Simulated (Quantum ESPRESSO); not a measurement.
## MnPt2: equation of state with LDA

Crystal: MnPt2.

```
CELL_PARAMETERS angstrom
2.85840 0.00000 0.00000
-1.42920 2.47545 0.00000
0.00000 0.00000 6.53250
ATOMIC_POSITIONS crystal
Pt 0.66667 0.33333 0.31621
Pt 0.33333 0.66667 0.68379
Mn 0.00000 0.00000 0.00000
```

The cell comes from a database or a generator and needn't be the stable form of this composition.

| Quantity | Value |
| --- | --- |
| Program | Quantum ESPRESSO 7.5 |
| Task | equation of state |
| Functional | LDA |
| Potentials or basis | GBRV 1.5 LDA |
| Cutoff | 612 eV |
| Density cutoff | 4898 eV |
| k mesh | 11 × 11 × 4 |
| Occupations | fermi-dirac, width 0.05 eV |
| Spin | collinear spin, ferromagnetic start |
| Starting moments | [0.0, 0.0, 4.0] μB |

```yaml
Equilibrium_volume: "14.04 Å³/atom (rough: see the caveat)"
Bulk_modulus_at_fixed_shape_and_positions: 209 GPa (rough)
```

Energy against volume, from the lowest point:
| volume (Å³/atom) | energy (meV/atom) |
| --- | --- |
| 14.483 | 0.00 |
| 14.791 | 15.23 |
| 15.099 | 37.19 |
| 15.408 | 65.02 |
| 15.716 | 98.06 |
| 16.024 | 135.69 |
| 16.332 | 177.63 |

All runs of the series together: 9.8 min on 2 threads of Arm Neoverse V1 (shared host).

Caveat: the minimum lies outside the volumes run; the cell was scaled at fixed shape and fractional positions, which overstates the stiffness of a crystal with free parameters, most of all of layers and chains. The run has no spin-orbit coupling, so splittings on Pt are missing.
